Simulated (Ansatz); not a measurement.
# ZrC: response to strain

ZrC is deformed so: equal xy, yz and zx engineering shear strains of +1 %. What stress and forces result, by LAPW, PAW and all-electron datasets made for the crystal?

Program: Ansatz 0.2.0. Level of theory: DFT PBEsol, scalar-relativistic. These are calculated values, not measurements.

**1. The structure to begin with**

The structure is cubic, space group Fm-3m (No. 225). Conventional cell: a = 4.700 Å, b = 4.700 Å, c = 4.700 Å, α = 90.00°, β = 90.00°, γ = 90.00°. Around Zr (site symmetry m-3m) lie 6 C at 2.35 Å. C (site symmetry m-3m) has 6 Zr at 2.35 Å as nearest neighbours.

As a file:

```cif
data_structure
_symmetry_space_group_name_H-M 'Fm-3m'
_symmetry_Int_Tables_number 225
_cell_length_a 4.7004
_cell_length_b 4.7004
_cell_length_c 4.7004
_cell_angle_alpha 90.000
_cell_angle_beta 90.000
_cell_angle_gamma 90.000
_cell_volume 103.85
loop_
_atom_site_label
_atom_site_type_symbol
_atom_site_symmetry_multiplicity
_atom_site_Wyckoff_symbol
_atom_site_fract_x
_atom_site_fract_y
_atom_site_fract_z
_atom_site_occupancy
Zr1 Zr 4 b 0.50000 0.00000 0.00000 1
C1 C 4 a 0.00000 0.00000 0.00000 1
```

The file gives the conventional cell by its symmetry; the runs use the cell typed in the input.

Atoms are numbered in the order of the input: Zr1, C2.

**2. After the deformation**

Space group Fm-3m before, R-3m after.

**3. Full-potential LAPW**

input.yaml reads:

```yaml
crystal:
  lattice:
    - [0.0235021, 2.36196105, 2.36196105]
    - [2.36196105, 0.0235021, 2.36196105]
    - [2.36196105, 2.36196105, 0.0235021]
  atoms:
    - { symbol: Zr, position: [0.5, 0.5, 0.5] }
    - { symbol: C, position: [0.0, 0.0, 0.0] }
kpoints:
  mp_grid: { grid: [15, 15, 15] }
  band_path:
    path:
      - [0.0, 0.0, 0.0]
      - [0.5, 0.5, 0.5]
      - [0.247543133, 0.5, 0.752456867]
      - [-0.247543133, 0.247543133, 0.5]
      - [0.0, 0.0, 0.5]
      - [0.0, 0.0, 0.0]
      - [-0.3737715665, 0.0, 0.3737715665]
      - [0.0, 0.3737715665, 0.6262284335]
      - [0.0, 0.5, 0.5]
    npoints: 5
scf:
  occupations: { method: fermi_dirac, width: 0.05 }
hamiltonian:
  xc: pbesol
  pseudopotentials: { kind: all_electron, lapw: { basis_error: 0.00025 } }
output:
  forces: true
  stress: true
  eigenvalues: true
```

Launch:

```sh
> ansatz run input.yaml --threads 1 --pin off --max-ram 3072MiB --backend cpu --events-out ev --progress --plain --runs-dir out
```

**4. PAW on the default files**

input.yaml reads:

```yaml
crystal:
  lattice:
    - [0.0235021, 2.36196105, 2.36196105]
    - [2.36196105, 0.0235021, 2.36196105]
    - [2.36196105, 2.36196105, 0.0235021]
  atoms:
    - { symbol: Zr, position: [0.5, 0.5, 0.5] }
    - { symbol: C, position: [0.0, 0.0, 0.0] }
kpoints:
  mp_grid: { grid: [15, 15, 15] }
scf:
  occupations: { method: fermi_dirac, width: 0.05 }
hamiltonian:
  xc: pbesol
  pseudopotentials: { kind: paw }
output:
  forces: true
  stress: true
  eigenvalues: true
  efg: { contact_densities: true }
```

**5. Datasets made for this crystal**

Edit input.yaml of step 4 so:

```diff
@@ -14,3 +14,3 @@
   xc: pbesol
-  pseudopotentials: { kind: paw }
+  pseudopotentials: { kind: all_electron, datasets: crystal }
 output:
```

(Steps that only read results are left out.)

What does the calculation give? Wanted: pressure; largest shear or deviatoric stress.

The runs gave:

| quantity | value |
| --- | --- |
| pressure | LAPW -4.51, PAW -4.57, crystal datasets -4.51 GPa |
| largest shear or deviatoric stress (LAPW) | 1.56 GPa |

In words: The largest part of the stress beyond the pressure is 1.56 GPa in size; the atoms are carried along and not relaxed. No run of the undeformed cell stands beside it, so the pressure holds what the given cell had before the change. PAW: stress within 0.06 GPa of LAPW. Crystal datasets: stress within 0.01 GPa of LAPW.
